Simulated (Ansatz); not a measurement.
# P2Pb: the cost of one run

Computed with Ansatz 0.2.0 (DFT r2SCAN, scalar-relativistic, plane waves, PAW, unless a step's input says otherwise).

## 1. Starting point

The structure is orthorhombic, space group Pnnm (No. 58). Conventional cell: a = 5.043 Å, b = 6.155 Å, c = 3.842 Å, α = 90.00°, β = 90.00°, γ = 90.00°. Around P (site symmetry m) lie 1 P at 2.51 Å and 3 Pb at 2.54 to 2.56 Å. Pb (site symmetry 2/m) is surrounded by 6 P at 2.54 to 2.56 Å.

Structure file:

```cif
data_structure
_symmetry_space_group_name_H-M 'P 1'
_symmetry_Int_Tables_number 1
_cell_length_a 5.0428
_cell_length_b 6.1547
_cell_length_c 3.8422
_cell_angle_alpha 90.000
_cell_angle_beta 90.000
_cell_angle_gamma 90.000
_cell_volume 119.25
loop_
_atom_site_label
_atom_site_type_symbol
_atom_site_fract_x
_atom_site_fract_y
_atom_site_fract_z
_atom_site_occupancy
P1 P 0.20040 0.37870 0.00000 1
P2 P 0.79960 0.62130 0.00000 1
P3 P 0.70040 0.12130 0.50000 1
P4 P 0.29960 0.87870 0.50000 1
Pb1 Pb 0.00000 0.00000 0.00000 1
Pb2 Pb 0.50000 0.50000 0.50000 1
```

(A quick probe on a coarse mesh, which set the mesh and smearing, is not shown.)

## 3. A loose first relaxation

Input file input.yaml:

```yaml
crystal:
  lattice:
    - [5.0428041026, 0.0, 0.0]
    - [0.0, 6.1547034908, 0.0]
    - [0.0, 0.0, 3.8421796817]
  atoms:
    - { symbol: P, position: [0.2004, 0.3787, 0.0] }
    - { symbol: P, position: [0.7996, 0.6213, 0.0] }
    - { symbol: P, position: [0.7004, 0.1213, 0.5] }
    - { symbol: P, position: [0.2996, 0.8787, 0.5] }
    - { symbol: Pb, position: [0.0, 0.0, 0.0] }
    - { symbol: Pb, position: [0.5, 0.5, 0.5] }
basis:
  ecutwfc: 500
kpoints:
  mp_grid: { grid: [4, 4, 4] }
hamiltonian:
  xc: r2scan
scf:
  occupations: { method: gaussian, width: 0.1 }
  lower_state_search: "off"
output:
  forces: true
  stress: true
  eigenvalues: true
relax:
  adjacent_minimum: "off"
  f_tol: 0.04
  max_steps: 70
  cell: { stress_tol: 0.4 }
```

Command:

```
> ansatz run input.yaml --threads 1 --pin off --max-ram 2560MiB --backend cpu --events-out ev --progress --plain --runs-dir out
```

Q: Estimate wall time and peak memory on 1 thread of Arm Neoverse V1, shared host.

About 2.7 min, with a peak of 0.71 GiB.
